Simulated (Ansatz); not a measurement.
# LiY3: the cost of one run

Method: DFT PBE, scalar-relativistic, plane waves, PAW, in Ansatz 0.2.0.

## 1. The system as given

The structure is cubic, space group Fm-3m (No. 225). The conventional cell has a = 7.800 Å, b = 7.800 Å, c = 7.800 Å, α = 90.00°, β = 90.00°, γ = 90.00°. Around Li (site symmetry m-3m) lie 8 Y at 3.38 Å. Around Y (site symmetry -43m) lie 4 Li at 3.38 Å and 4 Y at 3.38 Å. Around Y (site symmetry m-3m) lie 8 Y at 3.38 Å.

Structure file:

```cif
data_structure
_symmetry_space_group_name_H-M 'P 1'
_symmetry_Int_Tables_number 1
_cell_length_a 5.5152
_cell_length_b 5.5152
_cell_length_c 5.5152
_cell_angle_alpha 60.000
_cell_angle_beta 60.000
_cell_angle_gamma 60.000
_cell_volume 118.62
loop_
_atom_site_label
_atom_site_type_symbol
_atom_site_fract_x
_atom_site_fract_y
_atom_site_fract_z
_atom_site_occupancy
Li1 Li 0.00000 0.00000 0.00000 1
Y1 Y 0.25000 0.25000 0.25000 1
Y2 Y 0.75000 0.75000 0.75000 1
Y3 Y 0.50000 0.50000 0.50000 1
```

The structure comes from the Materials Project (structure only).

## 2. A change within a subgroup

What differs from the listed cell: strain xx, yy, zz, yz, xz, xy = -1.4, +0.8, +0.8, +2.8, -4.0, +4.0 %; atoms moved by 0.10 Å root mean square, at most 0.14 Å.

Contents of input.yaml:

```yaml
crystal:
  lattice:
    - [0.0, 4.0405586602, 4.0405586602]
    - [3.6885190201, 0.2654239271, 3.775134733]
    - [4.0005071801, 4.087122893, -0.0465642329]
  atoms:
    - { symbol: Li, position: [-0.0250987175, 0.0, 0.0] }
    - { symbol: "Y", position: [0.2481098183, 0.2661316634, 0.2538495007] }
    - { symbol: "Y", position: [0.7680909824, 0.7338683366, 0.7461504993] }
    - { symbol: "Y", position: [0.5088979168, 0.5, 0.5] }
basis:
  ecutwfc: 420
kpoints:
  mp_grid: { grid: [10, 10, 10] }
hamiltonian:
  xc: pbe
scf:
  occupations: { method: gaussian, width: 0.1 }
output:
  forces: true
  stress: true
  eigenvalues: true
```

Started as:

```console
ansatz run input.yaml --threads 1 --pin off --max-ram 1331MiB --backend cpu --events-out ev --progress --plain --runs-dir out
```

**Question.** How long does this run take on 1 thread of an x86-64 CPU, shared host, and how much memory does it need?

About 22 s, with a peak of 0.92 GiB.
